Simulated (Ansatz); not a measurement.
# Al3P2: the cost of one run

Computed with Ansatz 0.2.0 (DFT PBE, scalar-relativistic, plane waves, PAW, unless a step's input says otherwise).

### Step 1. The system as given

The structure is tetragonal, space group P4/mmm (No. 123). The conventional cell has a = 3.913 Å, b = 3.913 Å, c = 6.346 Å, α = 90.00°, β = 90.00°, γ = 90.00°. Al (site symmetry 4/mmm) is surrounded by 8 Al at 3.13 Å. Al (site symmetry 4mm) is surrounded by 4 P at 2.60 Å and 1 Al at 2.92 Å. Around P (site symmetry mmm) lie 4 Al at 2.60 Å.

Coordinates:

```xyz
5
Lattice="3.9128 0.0000 0.0000 0.0000 3.9128 0.0000 0.0000 0.0000 6.3463" Properties=species:S:1:pos:R:3 pbc="T T T"
Al    1.9564    1.9564    0.0000
Al    0.0000    0.0000    1.4581
Al    0.0000    0.0000    4.8882
P     0.0000    1.9564    3.1731
P     1.9564    0.0000    3.1731
```

A structure generator made this guess: random cell by space group and Wyckoff sites (P4/mmm, No. 123). Its size is a rough estimate.

### Step 2. A first look at the guess

The input, input.yaml:

```yaml
crystal:
  lattice:
    - [3.91278074, 0.0, 0.0]
    - [0.0, 3.91278074, 0.0]
    - [0.0, 0.0, 6.34626427]
  atoms:
    - { symbol: Al, position: [0.5, 0.5, 0.0] }
    - { symbol: Al, position: [0.0, 0.0, 0.22975472] }
    - { symbol: Al, position: [0.0, 0.0, 0.77024528] }
    - { symbol: P, position: [0.0, 0.5, 0.5] }
    - { symbol: P, position: [0.5, 0.0, 0.5] }
basis:
  ecutwfc: 420
kpoints:
  mp_grid: { grid: [4, 4, 4] }
hamiltonian:
  xc: pbe
scf:
  occupations: { method: gaussian, width: 0.1 }
  lower_state_search: "off"
output:
  forces: true
  stress: true
  eigenvalues: true
```

Command:

```console
$ ansatz run input.yaml --threads 1 --pin off --max-ram 2560MiB --backend cpu --events-out ev --progress --plain --runs-dir out
```

What time and memory should one allow on 1 thread of Intel Xeon Platinum 8488C (Sapphire Rapids), shared host?

About 1.8 s, with a peak of 0.35 GiB.
